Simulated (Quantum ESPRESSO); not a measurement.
WAu:

```
W Au
1.0
     0.00000    2.74798    2.74798
     2.74798    0.00000    2.74798
     2.74798    2.74798    0.00000
W Au
1 1
Direct
  0.00000 0.00000 0.00000
  0.75000 0.75000 0.75000
```

The cell was built by a generator and needn't be a form met in nature.

* Program: Quantum ESPRESSO 7.5
* Task: single point
* Functional: PBE
* Potentials or basis: SSSP 1.3 efficiency PBE
* Cutoff: 816 eV
* Density cutoff: 5987 eV
* k mesh: 8 × 8 × 8
* Occupations: fermi-dirac, width 0.05 eV
* Spin: no spin polarisation

On this cell: pressure 32.9 GPa; largest force zero by symmetry; band gap on the k mesh none (metal or under the smearing width).

The same run follows on a disturbed copy (atoms moved at random, drawn with an rms of 0.05 Å):

```
CELL_PARAMETERS angstrom
0.00000 2.74798 2.74798
2.74798 0.00000 2.74798
2.74798 2.74798 0.00000
ATOMIC_POSITIONS crystal
W 0.00387 0.99702 0.99291
Au 0.73836 0.75130 0.75806
```

Problem. What does the disturbed cell give?

Solution. The energy (extrapolated to zero smearing) moves by +20.8 meV/atom; pressure 33.3 GPa; largest force 1.351 eV/Å; band gap on the k mesh none (metal or under the smearing width).

Forces in eV/Å, atoms in the order of the input:
```
W    1.163 -0.117 -0.677
Au  -1.163  0.117  0.677
```

Stress tensor (GPa, compression positive):
```
33.09 -3.79 -0.46
-3.79 33.49  6.54
-0.46  6.54 33.35
```

Caveats: a pressure of tens of GPa on the cell as given is suspect, and the run, the potentials or the cell itself is likely at fault (some runs).
